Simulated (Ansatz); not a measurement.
# C₃H₅F₃O: small, medium and large basis sets

One table from this session's results is given with a row withheld; the runs are named, their logs left out.

Method: one geometry, several basis sets; program: Ansatz 0.2.0, Gaussian basis.

Levels to be run: PBE0-D4/def2-SVP; ωB97M-V/def2-SVP; PBE0-D4/def2-QZVPP; ωB97M-V/def2-QZVPP; the functionals' def2-TZVPP values are taken from earlier runs.

**The geometry**

The geometry comes from an earlier relaxation with PBE0-D4 in a triple-zeta def2 set; it is a stationary point, not always the lowest conformer.

SMILES `FCOC(F)CF`, 12 atoms, charge 0, spin multiplicity 1.

Atoms are counted from 1 here; the program's logs count them from 0.

Bond lengths: F1–C2 1.373 Å, C2–O3 1.382 Å, C2–H8 1.094 Å, C2–H9 1.090 Å, O3–C4 1.384 Å, C4–F5 1.375 Å, C4–C6 1.507 Å, C4–H10 1.095 Å, C6–F7 1.372 Å, C6–H11 1.093 Å, C6–H12 1.093 Å. Angles: F1–C2–O3 110.3°, F1–C2–H8 107.5°, F1–C2–H9 108.4°, O3–C2–H8 111.7°, O3–C2–H9 106.9°, H8–C2–H9 112.0°, C2–O3–C4 115.0°, O3–C4–F5 109.7°, O3–C4–C6 106.9°, O3–C4–H10 112.0°, F5–C4–C6 109.7°, F5–C4–H10 106.7°, C6–C4–H10 111.8°, C4–C6–F7 109.5°, C4–C6–H11 109.4°, C4–C6–H12 109.5°, F7–C6–H11 109.2°, F7–C6–H12 109.2° and more.

Set-up of the first run:

The input, in.yaml:

```yaml
crystal:
  periodic: [false, false, false]
  atoms:
    - {symbol: F, position_ang: [-1.734757, -0.139378, -1.770542]}
    - {symbol: C, position_ang: [-0.413073, 0.232187, -1.805775]}
    - {symbol: O, position_ang: [0.269677, -0.324450, -0.741063]}
    - {symbol: C, position_ang: [0.019109, 0.264598, 0.485759]}
    - {symbol: F, position_ang: [0.650256, 1.484943, 0.550571]}
    - {symbol: C, position_ang: [0.583314, -0.655105, 1.537286]}
    - {symbol: F, position_ang: [0.294368, -0.157837, 2.783017]}
    - {symbol: H, position_ang: [-0.377833, 1.325237, -1.782845]}
    - {symbol: H, position_ang: [0.033745, -0.171557, -2.714184]}
    - {symbol: H, position_ang: [-1.048712, 0.453954, 0.640265]}
    - {symbol: H, position_ang: [0.132693, -1.644906, 1.432423]}
    - {symbol: H, position_ang: [1.668110, -0.722785, 1.419188]}
basis:
  gaussian: {orbitals: def2-SVP}
hamiltonian: {xc: pbe0, dispersion: d4}
output: {orbitals: {seedname: orbitals}}
```

Launch:

```
$ ansatz run in.yaml --threads 4 --pin off --events-out ev --progress --plain --max-ram 11315MiB
```

Steps of the session up to this table: PBE0-D4 in def2-SVP; ωB97M-V in def2-SVP; PBE0-D4 in def2-QZVPP; ωB97M-V in def2-QZVPP.

One table of the session follows, with a row left open; its other results are not shown here.

It belongs to the step «Functionals by basis». 

| functional | basis | HOMO (eV) | LUMO (eV) |
| --- | --- | --- | --- |
| PBE0-D4 | def2-SVP | -9.37 | 2.06 |
| PBE0-D4 | def2-TZVPP | -9.55 | 1.48 |
| PBE0-D4 | def2-QZVPP | -9.60 | 0.90 |
| ωB97M-V | def2-SVP | -11.78 | 3.82 |
| ωB97M-V | def2-TZVPP | -11.98 | 3.04 |
| ωB97M-V | def2-QZVPP | ? | ? |

Q: Estimate the row for ωB97M-V, def2-QZVPP from the others.

The run gave: HOMO (eV): -12.03; LUMO (eV): 2.06. In the column «HOMO (eV)» it is the lowest.
